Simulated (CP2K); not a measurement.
SiO: relaxation of cell and atoms with PBEsol

SiO:

```
CELL_PARAMETERS angstrom
2.80697 0.00000 0.00000
0.00000 2.80697 0.00000
0.00000 0.00000 2.80697
ATOMIC_POSITIONS crystal
Si 0.00000 0.00000 0.00000
O 0.50000 0.50000 0.50000
```

The cell was built by a generator and needn't be a form met in nature.

```
Program                  : CP2K 2026.2
Task                     : relaxation of cell and atoms
Functional               : PBEsol
Potentials or basis      : POTENTIAL_UZH Si GTH-PBE-q4, O GTH-PBE-q6; TZVP-MOLOPT-PBE-GTH basis
Density cutoff           : 11565 eV
k mesh                   : 7 × 7 × 7
Occupations              : fermi-dirac, width 0.05 eV
Spin                     : no spin polarisation
SCF solver               : diagonalisation with k points
Quickstep method         : GPW
EPS_DEFAULT              : 1.0E-9
EPS_SCF                  : 1.0E-6
MAX_SCF                  : 100
SCF_GUESS                : ATOMIC
Mesh centred on Gamma    : yes
CHOLESKY                 : OFF
EPS_EIGVAL               : 1.0E-7
MIXING METHOD            : BROYDEN_MIXING
MIXING ALPHA             : 0.4
NBUFFER                  : 8
NGRIDS                   : 4
EXTRAPOLATION            : USE_PREV_P
Basis sets               : Si TZVP-MOLOPT-PBE-GTH-q4, O TZVP-MOLOPT-PBE-GTH-q6
Potentials               : Si GTH-PBE-q4 of POTENTIAL_UZH, O GTH-PBE-q6 of POTENTIAL_UZH
ADDED_MOS                : [10]
Optimiser                : BFGS
Most steps               : 40
KEEP_SPACE_GROUP         : yes
Force threshold (eV/A)   : 0.03 eV/Å
PRESSURE_TOLERANCE (bar) : 300 bar
Target pressure (GPa)    : 0 GPa
REL_CUTOFF (Ry)          : 60 Ry
MIXING BETA (1/bohr)     : 1.5 1/bohr
CUTOFF of the grids      : 850 Ry
```

- Relaxed volume: 10.69 Å³/atom
- Relaxed cell: a = 2.776 Å, b = 2.776 Å, c = 2.776 Å, α = 90.00°, β = 90.00°, γ = 90.00°
- Space group after relaxing (to 0.05 Å): Pm-3m (No. 221)
- Energy gained by relaxing: 5.4 meV/atom
- Ionic steps: 5
- Pressure after relaxing: 0.0 GPa
- Band gap on the k mesh: none (metal or under the smearing width)
- Mulliken charges: Si +0.72; O -0.72 e

Step by step:
```tsv
step	energy change (eV)	largest force (eV/Å)	volume (Å³)
1	0.0000	0.0041	22.12
2	-0.0015	0.0001	22.06
3	-0.0107	0.0202	21.34
4	-0.0108	0.0092	21.38
5	-0.0107	0.0092	21.38
```

Final structure:
```yaml
crystal:
  lattice:
    - [2.77557, 0.00000, 0.00000]
    - [0.00000, 2.77557, 0.00000]
    - [0.00000, 0.00000, 2.77557]
  atoms:
    - { symbol: Si, position: [0.00000, 0.00000, 0.00000] }
    - { symbol: O, position: [0.50000, 0.50000, 0.50000] }
```

Levels at points of the mesh, in eV from the Fermi level:
| k point | band 1 | band 2 | band 3 | band 4 | band 5 | band 6 | band 7 | band 8 | band 9 | band 10 |
| --- | --- | --- | --- | --- | --- | --- | --- | --- | --- | --- |
| (0.00, 0.00, 0.00) | -20.21 | -6.77 | -3.44 | -3.44 | -3.44 | 7.09 | 7.09 | 8.50 | 8.50 | 8.50 |

It took 110 s on 1 thread of Intel(R) Xeon(R) Platinum 8259CL CPU @ 2.50GHz (Skylake/Cascade Lake) (shared host), peak memory 0.36 GiB.

Caveat: Mulliken charges move with the basis; the potentials were made for another functional, which shifts forces and pressure; the basis of atomic orbitals isn't converged, which shifts pressures, moduli and gaps.
